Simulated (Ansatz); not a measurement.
# Two self-consistent states of Ti2HgS4

Aim: solve Ti2HgS4 (a borrowed structure type, volume estimated) from each of its saved states, at one geometry and mesh, and see which is lowest and how they differ.

All numbers below are computed with Ansatz 0.2.0 (DFT, r2SCAN, with U_eff = 2.46 eV on Ti d, plane waves, PAW).

## Step 1: The structure

It takes space group I-4 (No. 82, tetragonal). Conventional cell: a = 5.459 Å, b = 5.459 Å, c = 10.207 Å, α = 90.00°, β = 90.00°, γ = 90.00°. Ti (site symmetry -4) has 4 S at 2.26 Å as nearest neighbours. Hg (site symmetry -4) is surrounded by 4 S at 2.51 Å. Ti (site symmetry -4) is surrounded by 4 S at 2.32 Å. S (site symmetry 1) is surrounded by 2 Ti at 2.26 to 2.32 Å and 1 Hg at 2.51 Å.

Its coordinates follow in the input file.

The states: A, Ti1 down, Ti3 up (collinear spin); B, Ti1 up, Ti3 up (collinear spin). Each run reads its own saved solution as saved_state.

## Step 2: Run from state A

input.yaml reads:

```yaml
crystal:
  lattice:
    - [0.0, 5.459482, 0.0]
    - [5.459482, 0.0, 0.0]
    - [2.729741, 2.729741, -5.103342]
  symmetry: { detect: false, time_reversal: true }
  atoms:
    - { symbol: Ti, position: [0.5, 0.5, 0.0], spin: 1.0 }
    - { symbol: Hg, position: [0.0, 0.0, 0.0] }
    - { symbol: Ti, position: [0.75, 0.25, 0.5], spin: 1.0 }
    - { symbol: S, position: [0.397, 0.417, 0.726] }
    - { symbol: S, position: [0.583, 0.123, 0.274] }
    - { symbol: S, position: [0.877, 0.857, 0.726] }
    - { symbol: S, position: [0.143, 0.603, 0.274] }
kpoints:
  mp_grid: { grid: [4, 4, 4], shift: [0, 0, 0] }
  band_path:
    path:
      - [0.0, 0.0, 0.0]
      - [0.5, -0.5, 0.0]
      - [0.5, -0.5, 0.25]
      - [0.0, -0.5, 0.0]
      - [0.0, 0.0, 0.0]
      - [0.0, 0.0, 0.5]
      - [0.0, -0.35694483, 0.32152758]
      - [0.0, -0.64305517, -0.32152758]
      - [0.0, 0.0, 0.0]
      - [0.5, -0.5, 0.0]
      - [0.35694483, -0.64305517, -0.14305517]
    npoints: 6
magnetization:
  spin_polarized: true
scf:
  occupations: { method: fermi_dirac }
  lower_state_search: "off"
  max_iter: 200
hamiltonian:
  pseudopotentials: { kind: paw }
  xc: r2scan
  hubbard:
    projectors: all-electron-ortho-atomic
    sites: [{ species: Ti, l: d, u_eff: 2.46 }]
    double_counting: amf
basis:
  ecutwfc: 500
  fft_grid_basis: typed
output:
  forces: true
  stress: true
  eigenvalues: true
  bader: true
  populations: true
  elf: true
  write_potential: true
  volumetric_format: npy
  dos:
    e_range: [-12, 8]
    de: 0.05
    projected: { site_lists: { Hg: [Hg], S: [S], Ti: [Ti] } }
checkpoint:
  read: saved_state
```

## Step 4: Run from state B

input.yaml reads:

```yaml
crystal:
  lattice:
    - [0.0, 5.459482, 0.0]
    - [5.459482, 0.0, 0.0]
    - [2.729741, 2.729741, -5.103342]
  atoms:
    - { symbol: Ti, position: [0.5, 0.5, 0.0], spin: 1.0 }
    - { symbol: Hg, position: [0.0, 0.0, 0.0], spin: 0.0 }
    - { symbol: Ti, position: [0.75, 0.25, 0.5], spin: 1.0 }
    - { symbol: S, position: [0.397, 0.417, 0.726], spin: 0.0 }
    - { symbol: S, position: [0.583, 0.123, 0.274], spin: 0.0 }
    - { symbol: S, position: [0.877, 0.857, 0.726], spin: 0.0 }
    - { symbol: S, position: [0.143, 0.603, 0.274], spin: 0.0 }
  symmetry: { detect: false, time_reversal: true }
kpoints:
  mp_grid: { grid: [4, 4, 4], shift: [0, 0, 0] }
magnetization:
  spin_polarized: true
scf:
  occupations: { method: fermi_dirac }
  lower_state_search: "off"
  max_iter: 200
hamiltonian:
  pseudopotentials: { kind: paw }
  xc: r2scan
  hubbard:
    projectors: all-electron-ortho-atomic
    sites: [{ species: Ti, l: d, u_eff: 2.46 }]
    double_counting: amf
basis:
  ecutwfc: 500
  fft_grid_basis: typed
output:
  forces: true
  stress: true
  eigenvalues: true
  bader: true
  populations: true
  elf: true
  write_potential: true
  volumetric_format: npy
  dos:
    e_range: [-12, 8]
    de: 0.05
    projected: { site_lists: { Hg: [Hg], S: [S], Ti: [Ti] } }
checkpoint:
  read: saved_state
```

(Steps that only read results are left out.)

**Question.** What will these runs give? Wanted: for each run, free energy; largest site moment; size of the net moment; gap; pressure; largest force.

**Answer**, as computed:

| state | free energy (meV/atom) | largest site moment (μB) | size of the net moment (μB/cell) | gap (eV) | pressure (GPa) | largest force (eV/Å) | SCF cycles |
| --- | --- | --- | --- | --- | --- | --- | --- |
| A | 0.0 | 0.59 | 0.00 | 0.41 | 8.2 | 0.86 | 13 |
| B | 1.3 | 0.69 | 1.98 | 0.44 | 8.3 | 0.88 | 15 |

State A wins by 1.3 meV per atom over B. Gaps that take in a band path and gaps read on the mesh alone aren't sampled alike. Every run converged, so convergence alone does not show that a state is the lowest.

Keep in mind: a band edge lies within two smearing widths of the Fermi level.
